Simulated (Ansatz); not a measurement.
# GeSe3: the cost of one run

Program: Ansatz 0.2.0. Level of theory: DFT PBE, scalar-relativistic, plane waves, PAW. These are calculated values, not measurements.

1 further run of the same task is left out (it didn't finish).

### 1 The system as given

The structure is cubic, space group Pm-3m (No. 221). The conventional cell has a = 4.546 Å, b = 4.546 Å, c = 4.546 Å, α = 90.00°, β = 90.00°, γ = 90.00°. Around Ge (site symmetry m-3m) lie 12 Se at 3.21 Å. Se (site symmetry 4/mmm) is surrounded by 4 Ge at 3.21 Å and 8 Se at 3.21 Å.

Structure file:

```
Ge Se
1.0
     4.54586    0.00000    0.00000
     0.00000    4.54586    0.00000
     0.00000    0.00000    4.54586
Ge Se
1 3
Cartesian
  0.0000 0.0000 0.0000
  0.0000 2.2729 2.2729
  2.2729 0.0000 2.2729
  2.2729 2.2729 0.0000
```

This is candidate A: Cu3Au (L1_2) type (Pm-3m, No. 221).

(A quick probe on a coarse mesh, which set the mesh and smearing, is not shown.)

### 3 Rough relaxation on the coarse mesh (candidate A)

Contents of input.yaml:

```yaml
crystal:
  lattice:
    - [4.5458613554, 0.0, 0.0]
    - [0.0, 4.5458613554, 0.0]
    - [0.0, 0.0, 4.5458613554]
  atoms:
    - { symbol: Ge, position: [0.0, 0.0, 0.0] }
    - { symbol: Se, position: [0.0, 0.5, 0.5] }
    - { symbol: Se, position: [0.5, 0.0, 0.5] }
    - { symbol: Se, position: [0.5, 0.5, 0.0] }
basis:
  ecutwfc: 420
kpoints:
  mp_grid: { grid: [4, 4, 4] }
hamiltonian:
  xc: pbe
scf:
  occupations: { method: gaussian, width: 0.1 }
  lower_state_search: "off"
output:
  forces: true
  stress: true
  eigenvalues: true
relax:
  adjacent_minimum: "off"
  f_tol: 0.04
  max_steps: 70
  cell: { stress_tol: 0.4 }
```

Launch:

```sh
ansatz run input.yaml --threads 1 --pin off --max-ram 2560MiB --backend cpu --events-out ev --progress --plain --runs-dir out
```

Q: Estimate wall time and peak memory on 1 thread of Arm Neoverse V1, shared host.

About 9 s, with a peak of 0.36 GiB.
